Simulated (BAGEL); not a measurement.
# triplet CH3F2Ga at 3 levels

We compute a comparison of 3 runs (ROHF/6-31G*, ROHF/cc-pVDZ, UHF/cc-pVDZ) of triplet CH3F2Ga. 

Program for the calculation: BAGEL 1.2.2.

5 further runs of the same task are left out: 3 that didn't finish, 2 set aside as unsound or not needed.

## Step 1: The structure to begin with

CH3F2Ga has 7 atoms, charge 0, and is taken as a triplet. As SMILES of the parent species, `F[CH](F)[GaH2]`. The shape comes from GFN2-xTB, which is rough for such elements, and wasn't checked as a minimum. That shape belongs to the parent species and isn't relaxed for this state.

Bond lengths: F1–C2 1.420 Å, C2–F3 1.398 Å, C2–Ga4 2.032 Å, C2–H5 1.094 Å, Ga4–H6 1.560 Å, Ga4–H7 1.558 Å. Angles: F1–C2–F3 102.4°, F1–C2–Ga4 85.2°, F3–C2–Ga4 90.6°, F1–C2–H5 106.2°, F3–C2–H5 107.1°, Ga4–C2–H5 155.9°, C2–Ga4–H6 117.4°, C2–Ga4–H7 114.7°, H6–Ga4–H7 126.6°.

## Step 2: The energy at ROHF/6-31G(d) (density fitting with qzvpp-jkfit, spherical functions) (run 1)

File input.json:

```json
{ "bagel" : [

{
  "title" : "molecule",
  "basis" : "6-31gs.json",
  "df_basis" : "qzvpp-jkfit",
  "angstrom" : "true",
  "geometry" : [
    { "atom" : "F", "xyz" : [   -0.399310,   -0.881760,    1.161170 ] },
    { "atom" : "C", "xyz" : [    0.723530,   -0.215170,    0.604170 ] },
    { "atom" : "F", "xyz" : [    1.097520,   -1.072220,   -0.435170 ] },
    { "atom" : "Ga", "xyz" : [   -0.632520,    0.692860,   -0.606210 ] },
    { "atom" : "H", "xyz" : [    1.513520,   -0.262370,    1.360120 ] },
    { "atom" : "H", "xyz" : [   -1.963620,    1.179770,    0.046070 ] },
    { "atom" : "H", "xyz" : [   -0.339130,    0.558900,   -2.130150 ] }
  ]
},
{
  "title" : "rohf",
  "nopen" : 2
},
{
  "title" : "print",
  "file" : "orbitals.molden",
  "orbitals" : "true"
}

]}
```

The basis set 6-31G* is read from a file made from the Basis Set Exchange's data (not shown).

The run is started by

```sh
$ BAGEL_NUM_THREADS=1 BAGEL input.json > input.out
```

The program printed:

```text
* using 1 threads per process

  ===============================================================
  ===============================================================

  *** Geometry ***

  { "atom" : "F", "xyz" : [     -0.754587,     -1.666285,      2.194293 ] },
  { "atom" : "C", "xyz" : [      1.367274,     -0.406612,      1.141716 ] },
  { "atom" : "F", "xyz" : [      2.074012,     -2.026202,     -0.822352 ] },
  { "atom" : "Ga", "xyz" : [     -1.195290,      1.309316,     -1.145571 ] },
  { "atom" : "H", "xyz" : [      2.860138,     -0.495807,      2.570254 ] },
  { "atom" : "H", "xyz" : [     -3.710704,      2.229442,      0.087060 ] },
  { "atom" : "H", "xyz" : [     -0.640863,      1.056168,     -4.025400 ] },

  Number of auxiliary basis functions:      549

  Since a DF basis is specified, we compute 2- and 3-index integrals:
    o Being stored without compression. Storage requirement is 0.028 GB

  Number of basis functions:       80
  Number of electrons      :       58

    * METHOD: MOLECULE                             0.32

  *** Open-shell HF ***

  === Nuclear Repulsion ===
   272.7317999723

      * DIIS with orbital gradients will be used.

  === ROHF iteration (6-31gs.json) ===
      0      -2160.92603916          0.04357010           0.15
      1      -2161.05988397          0.03491733           0.14
      2      -2161.12553894          0.02419909           0.13
      3      -2161.18714028          0.00203607           0.14
      4      -2161.18986774          0.00097693           0.14
      5      -2161.19080569          0.00055283           0.13
      6      -2161.19132747          0.00032123           0.14
      7      -2161.19161806          0.00021313           0.14
      8      -2161.19178631          0.00013249           0.15
      9      -2161.19187513          0.00007280           0.15
     10      -2161.19190473          0.00003636           0.15
     11      -2161.19191719          0.00001940           0.14
     12      -2161.19191824          0.00000739           0.14
     13      -2161.19192051          0.00000361           0.14
     14      -2161.19192083          0.00000213           0.13
     15      -2161.19192103          0.00000145           0.14
     16      -2161.19192104          0.00000101           0.14
     17      -2161.19192109          0.00000064           0.14
     18      -2161.19192116          0.00000046           0.16
     19      -2161.19192115          0.00000024           0.15
     20      -2161.19192121          0.00000011           0.14
     21      -2161.19192123          0.00000006           0.14
     22      -2161.19192124          0.00000003           0.14
     23      -2161.19192125          0.00000001           0.14
     24      -2161.19192125          0.00000001           0.14
    * SCF iteration converged.

    * S^2 (ROHF) is 2.0000

    * Permanent dipole moment:
           (   -1.119604,     0.795017,    -1.147581) a.u.

    * METHOD: ROHF                                 3.72

    * METHOD: PRINT                                0.01

  ===============================================================
```

It took 4.5 s on 1 thread of Intel Xeon 6975P-C (Granite Rapids), shared host; peak memory 0.14 GiB.

## Step 3: A single-point energy at ROHF/cc-pVDZ (density fitting with qzvpp-jkfit) (run 2)

input.json, as its differences from that of step 2:

```diff
@@ -4,5 +4,5 @@
   "title" : "molecule",
-  "basis" : "6-31gs.json",
+  "basis" : "cc-pvdz.json",
   "df_basis" : "qzvpp-jkfit",
-  "angstrom" : "true",
+  "angstrom" : true,
   "geometry" : [
@@ -24,3 +24,3 @@
   "file" : "orbitals.molden",
-  "orbitals" : "true"
+  "orbitals" : true
 }
```

The basis set cc-pVDZ is read from a file made from the Basis Set Exchange's data (not shown).

The run is started by

```sh
$ BAGEL_NUM_THREADS=1 BAGEL input.json > input.out
```

The program printed:

```text
* using 1 threads per process

  ===============================================================
  ===============================================================

  *** Geometry ***

  { "atom" : "F", "xyz" : [     -0.754587,     -1.666285,      2.194293 ] },
  { "atom" : "C", "xyz" : [      1.367274,     -0.406612,      1.141716 ] },
  { "atom" : "F", "xyz" : [      2.074012,     -2.026202,     -0.822352 ] },
  { "atom" : "Ga", "xyz" : [     -1.195290,      1.309316,     -1.145571 ] },
  { "atom" : "H", "xyz" : [      2.860138,     -0.495807,      2.570254 ] },
  { "atom" : "H", "xyz" : [     -3.710704,      2.229442,      0.087060 ] },
  { "atom" : "H", "xyz" : [     -0.640863,      1.056168,     -4.025400 ] },

  Number of auxiliary basis functions:      549

  Since a DF basis is specified, we compute 2- and 3-index integrals:
    o Being stored without compression. Storage requirement is 0.031 GB

  Number of basis functions:       84
  Number of electrons      :       58

    * METHOD: MOLECULE                             0.23

  *** Open-shell HF ***

  === Nuclear Repulsion ===
   272.7317999723

      * DIIS with orbital gradients will be used.

  === ROHF iteration (cc-pvdz.json) ===
      0      -2161.23266907          0.03027817           0.16
      1      -2161.35107029          0.02502757           0.15
      2      -2161.40614212          0.01627891           0.15
      3      -2161.45675756          0.00198658           0.15
      4      -2161.45970717          0.00084266           0.15
      5      -2161.46079090          0.00050424           0.16
      6      -2161.46135458          0.00032499           0.16
      7      -2161.46167437          0.00023099           0.15
      8      -2161.46185783          0.00013403           0.15
      9      -2161.46194259          0.00006294           0.15
     10      -2161.46196820          0.00003042           0.15
     11      -2161.46197462          0.00001219           0.15
     12      -2161.46197867          0.00000573           0.15
     13      -2161.46197920          0.00000307           0.15
     14      -2161.46197945          0.00000198           0.15
     15      -2161.46197942          0.00000124           0.14
     16      -2161.46197955          0.00000088           0.15
     17      -2161.46197959          0.00000063           0.18
     18      -2161.46197957          0.00000030           0.15
     19      -2161.46197967          0.00000015           0.16
     20      -2161.46197971          0.00000007           0.14
     21      -2161.46197971          0.00000003           0.14
     22      -2161.46197972          0.00000001           0.15
     23      -2161.46197972          0.00000001           0.15
    * SCF iteration converged.

    * S^2 (ROHF) is 2.0000

    * Permanent dipole moment:
           (   -1.179680,     0.712825,    -1.175920) a.u.

    * METHOD: ROHF                                 3.83

    * METHOD: PRINT                                0.01

  ===============================================================
```

Wall time 4.5 s (1 thread of Intel Xeon 6975P-C (Granite Rapids), shared host); peak memory 0.14 GiB.

## Step 4: The energy at UHF/cc-pVDZ (density fitting with qzvpp-jkfit) (run 3)

File input.json:

```json
{ "bagel": [

{
  "title": "molecule",
  "basis": "cc-pvdz.json",
  "df_basis": "qzvpp-jkfit",
  "angstrom": "true",
  "geometry": [
    { "atom": "F", "xyz": [   -0.399310,   -0.881760,    1.161170 ] },
    { "atom": "C", "xyz": [    0.723530,   -0.215170,    0.604170 ] },
    { "atom": "F", "xyz": [    1.097520,   -1.072220,   -0.435170 ] },
    { "atom": "Ga", "xyz": [   -0.632520,    0.692860,   -0.606210 ] },
    { "atom": "H", "xyz": [    1.513520,   -0.262370,    1.360120 ] },
    { "atom": "H", "xyz": [   -1.963620,    1.179770,    0.046070 ] },
    { "atom": "H", "xyz": [   -0.339130,    0.558900,   -2.130150 ] }
  ]
},
{
  "title": "uhf",
  "nopen": 2
},
{
  "title": "print",
  "file": "orbitals.molden",
  "orbitals": "true"
}

]}
```

The basis set cc-pVDZ is read from a file made from the Basis Set Exchange's data (not shown).

The run is started by

```sh
$ BAGEL_NUM_THREADS=1 BAGEL input.json > input.out
```

The program printed:

```text
* using 1 threads per process

  ===============================================================
  ===============================================================

  *** Geometry ***

  { "atom" : "F", "xyz" : [     -0.754587,     -1.666285,      2.194293 ] },
  { "atom" : "C", "xyz" : [      1.367274,     -0.406612,      1.141716 ] },
  { "atom" : "F", "xyz" : [      2.074012,     -2.026202,     -0.822352 ] },
  { "atom" : "Ga", "xyz" : [     -1.195290,      1.309316,     -1.145571 ] },
  { "atom" : "H", "xyz" : [      2.860138,     -0.495807,      2.570254 ] },
  { "atom" : "H", "xyz" : [     -3.710704,      2.229442,      0.087060 ] },
  { "atom" : "H", "xyz" : [     -0.640863,      1.056168,     -4.025400 ] },

  Number of auxiliary basis functions:      549

  Since a DF basis is specified, we compute 2- and 3-index integrals:
    o Being stored without compression. Storage requirement is 0.031 GB

  Number of basis functions:       84
  Number of electrons      :       58

    * METHOD: MOLECULE                             0.23

  *** Open-shell HF ***

  === Nuclear Repulsion ===
   272.7317999723

      * DIIS with orbital gradients will be used.

  === UHF iteration (cc-pvdz.json) ===
      0      -2161.23266907          0.03027817           0.16
      1      -2161.35740073          0.02474176           0.15
      2      -2161.41394191          0.01587820           0.15
      3      -2161.46168283          0.00183105           0.15
      4      -2161.46494955          0.00079515           0.14
      5      -2161.46589161          0.00048491           0.16
      6      -2161.46650794          0.00026527           0.16
      7      -2161.46672884          0.00017212           0.15
      8      -2161.46682164          0.00010300           0.15
      9      -2161.46686275          0.00005155           0.15
     10      -2161.46687500          0.00002444           0.14
     11      -2161.46687822          0.00001375           0.15
     12      -2161.46687907          0.00000735           0.15
     13      -2161.46687930          0.00000443           0.15
     14      -2161.46687936          0.00000267           0.15
     15      -2161.46687938          0.00000177           0.15
     16      -2161.46687939          0.00000110           0.18
     17      -2161.46687939          0.00000066           0.16
     18      -2161.46687939          0.00000048           0.15
     19      -2161.46687939          0.00000029           0.15
     20      -2161.46687939          0.00000021           0.15
     21      -2161.46687939          0.00000013           0.14
     22      -2161.46687939          0.00000008           0.15
     23      -2161.46687939          0.00000005           0.15
     24      -2161.46687939          0.00000003           0.14
     25      -2161.46687939          0.00000002           0.14
     26      -2161.46687939          0.00000001           0.19
     27      -2161.46687939          0.00000001           0.16
    * SCF iteration converged.

    * S^2 (UHF) is 2.0156

    * Permanent dipole moment:
           (   -1.213145,     0.692595,    -1.197217) a.u.

    * METHOD: UHF                                  4.43

    * METHOD: PRINT                                0.01

  ===============================================================
```

It took 5.1 s on 1 thread of Intel Xeon 6975P-C (Granite Rapids), shared host; peak memory 0.14 GiB.

## Step 5: All runs side by side

```tsv
run	level	energy (Eh)	dipole moment (D)	⟨S²⟩	wall time
1	ROHF/6-31G* (density fitting with qzvpp-jkfit, spherical functions)	-2161.191921	4.55	2.000	4.5 s
2	ROHF/cc-pVDZ (density fitting with qzvpp-jkfit)	-2161.461980	4.61	2.000	4.5 s
3	UHF/cc-pVDZ (density fitting with qzvpp-jkfit)	-2161.466879	4.68	2.016	5.1 s
```

## Step 6: Summary of results

| quantity | value |
| --- | --- |
| run 3: total energy | -2161.46688 Eh |
| run 3: dipole moment | 4.68 D |
| run 3: ⟨S²⟩ | 2.016 |

In words: The dipole moment (its size) runs from 4.55 D (ROHF/6-31G*) to 4.68 D (UHF/cc-pVDZ). The two ends differ in method and basis. All runs together took 14 s, the longest 5.1 s.
